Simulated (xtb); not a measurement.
# GFN2-xTB run of CH6AlFSi (SMILES [CH3][Al]([F])[SiH3])

We compute a single-point energy of CH6AlFSi. 

The results are computed with xtb 6.7.1.

4 further runs of the same task are left out: 2 that didn't finish, 2 set aside as unsound or not needed.

### 1 The system as given

The species is CH6AlFSi (10 atoms), meant as a singlet with charge 0. SMILES: `[CH3][Al]([F])[SiH3]`. Geometry: a GFN2-xTB relaxation, a rough one for these elements and not checked as a minimum.

Bond lengths: C1–Al2 1.995 Å, Al2–F3 1.663 Å, Al2–Si4 2.416 Å, C1–H5 1.097 Å, C1–H6 1.094 Å, C1–H7 1.098 Å, Si4–H8 1.479 Å, Si4–H9 1.479 Å, Si4–H10 1.478 Å. Some angles: C1–Al2–F3 112.3°, C1–Al2–Si4 131.5°, F3–Al2–Si4 116.2°, Al2–C1–H5 110.7°, Al2–C1–H6 115.3°, Al2–C1–H7 110.8°, Al2–Si4–H8 114.8°, Al2–Si4–H9 114.9°, Al2–Si4–H10 112.1°, H5–C1–H6 107.0°.

### 2 The energy at GFN2-xTB

Contents of start.xyz:

```xyz
10
CH6AlFSi
C      0.06261000     1.47400000    -1.37424000
Al     0.64398000     0.27076000     0.10714000
F      2.17929000     0.62414000     0.64035000
Si    -0.47815000    -1.55754000     1.21900000
H      0.75122000     1.40293000    -2.22580000
H     -0.94343000     1.28751000    -1.76062000
H      0.09495000     2.52458000    -1.05835000
H      0.20121000    -2.86571000     1.09989000
H     -0.67695000    -1.37292000     2.67292000
H     -1.83473000    -1.78775000     0.67972000
```

Command:

```
$ xtb start.xyz --sp --chrg 0 --iterations 40 --gfn 2 --parallel 1 > out.txt 2> xtb.err
```

Q: Predict the results. Wanted: total energy; dipole moment; HOMO energy; LUMO energy; HOMO–LUMO gap; dispersion energy; mean polarisability.

**Answer.** As computed:

Level: GFN2-xTB.

| quantity | value |
| --- | --- |
| total energy | -12.79612 Eh |
| dipole moment | 1.96 D |
| HOMO energy | -9.72 eV |
| LUMO energy | -6.12 eV |
| HOMO–LUMO gap | 3.59 eV |
| dispersion energy | -11.71 kJ/mol |
| mean polarisability (D4 model) | 70.0 bohr³ |
